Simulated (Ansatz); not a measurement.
Which YAML input does this script hand to the engine? (the Ansatz DFT code, driven from Python)

`md.py`:
```python
"""Molecular dynamics of one CH3OSb molecule."""

import ansatz as az
import numpy as np


def main() -> None:
    geometry_ang = [
        ("C", (0.0866, -0.2816, -0.6629)),
        ("O", (-0.9006, -0.7783, 0.1753)),
        ("Sb", (0.6711, -0.1405, 1.3277)),
        ("H", (-0.2487, 0.7188, -1.1344)),
        ("H", (0.4933, -1.0236, -1.3383)),
        ("H", (-0.0596, 1.4411, 1.5863)),
    ]
    molecule = az.Crystal.molecule()
    for symbol, xyz in geometry_ang:
        molecule = molecule.atom(symbol, xyz)

    setup = molecule.calculation()
    setup = setup.basis(gaussian="def2-SVP").functional("HF")
    setup = setup.md("nve", timestep=0.5, steps=30, temperature=300, initial_velocities="maxwell_boltzmann", seed=98)
    frames = []
    setup.session().plan().execute(on_event=lambda e: frames.append(e["data"]) if e["event"] == "md_step" else None)
    print("t (fs)   E_pot (eV)      E_kin (eV)   T (K)   d(0-1) (A)")
    for f in frames[::1]:
        xyz = np.array(f["positions_ang"])
        print(f"{f['time_fs']:6.2f} {f['lagrangian_ev']:14.5f} {f['e_kin_ev']:10.5f} {f['temperature_k']:8.1f} {np.linalg.norm(xyz[0] - xyz[1]):9.4f}")
    kept = np.array([f["conserved_ev"] for f in frames])
    print(f"conserved energy moves by at most {1000 * np.ptp(kept):.3f} meV")


if __name__ == "__main__":
    main()
```

Running `python md.py` prints:
```text
t (fs)   E_pot (eV)      E_kin (eV)   T (K)   d(0-1) (A)
  0.00    -9620.80370    0.15511    300.0    1.3870
  0.50    -9620.83111    0.18214    352.3    1.3857
  1.00    -9620.86319    0.21369    413.3    1.3841
  1.50    -9620.89180    0.24175    467.6    1.3823
  2.00    -9620.90862    0.25816    499.3    1.3802
  2.50    -9620.90789    0.25738    497.8    1.3780
  3.00    -9620.88949    0.23941    463.0    1.3755
  3.50    -9620.86059    0.21130    408.7    1.3727
  4.00    -9620.83358    0.18504    357.9    1.3698
  4.50    -9620.81996    0.17167    332.0    1.3665
  5.00    -9620.82347    0.17477    338.0    1.3631
  5.50    -9620.83798    0.18852    364.6    1.3595
  6.00    -9620.85187    0.20179    390.3    1.3558
  6.50    -9620.85514    0.20485    396.2    1.3521
  7.00    -9620.84397    0.19391    375.0    1.3485
  7.50    -9620.82116    0.17157    331.8    1.3451
  8.00    -9620.79363    0.14458    279.6    1.3420
  8.50    -9620.76946    0.12085    233.7    1.3392
  9.00    -9620.75548    0.10712    207.2    1.3367
  9.50    -9620.75581    0.10750    207.9    1.3347
 10.00    -9620.77122    0.12274    237.4    1.3330
 10.50    -9620.79897    0.15011    290.3    1.3318
 11.00    -9620.83308    0.18369    355.3    1.3309
 11.50    -9620.86529    0.21531    416.4    1.3304
 12.00    -9620.88669    0.23623    456.9    1.3301
 12.50    -9620.89045    0.23985    463.9    1.3301
 13.00    -9620.87516    0.22492    435.0    1.3302
 13.50    -9620.84713    0.19771    382.4    1.3303
 14.00    -9620.81934    0.17081    330.4    1.3303
 14.50    -9620.80558    0.15748    304.6    1.3301
 15.00    -9620.81258    0.16420    317.6    1.3297
conserved energy moves by at most 2.507 meV
```

`input.yaml`:
```yaml
crystal:
  periodic: [false, false, false]
  atoms:
    - { symbol: C, position_ang: [0.0866, -0.2816, -0.6629] }
    - { symbol: O, position_ang: [-0.9006, -0.7783, 0.1753] }
    - { symbol: Sb, position_ang: [0.6711, -0.1405, 1.3277] }
    - { symbol: H, position_ang: [-0.2487, 0.7188, -1.1344] }
    - { symbol: H, position_ang: [0.4933, -1.0236, -1.3383] }
    - { symbol: H, position_ang: [-0.0596, 1.4411, 1.5863] }
basis:
  gaussian:
    orbitals: def2-SVP
hamiltonian:
  xc: hf
md:
  timestep: 0.5
  n_steps: 30
  ensemble: nve
  temperature: 300.0
  initial_velocities: maxwell_boltzmann
  seed: 98
```

Notes:
- The settings weren't tested for convergence.
- The trajectory is only some femtoseconds long, so its temperature is not equilibrated; where the script doesn't relax first, it starts from a rough generated geometry.
- def2 sets replace the cores of elements past krypton by effective core potentials.
- The temperature counts the internal degrees of freedom alone.
- The whole script took 41 s on 1 thread of Arm Neoverse V1 (shared host), peak memory 0.2 GiB.

(Lines on the test bed's own set-up are left out of the output.)
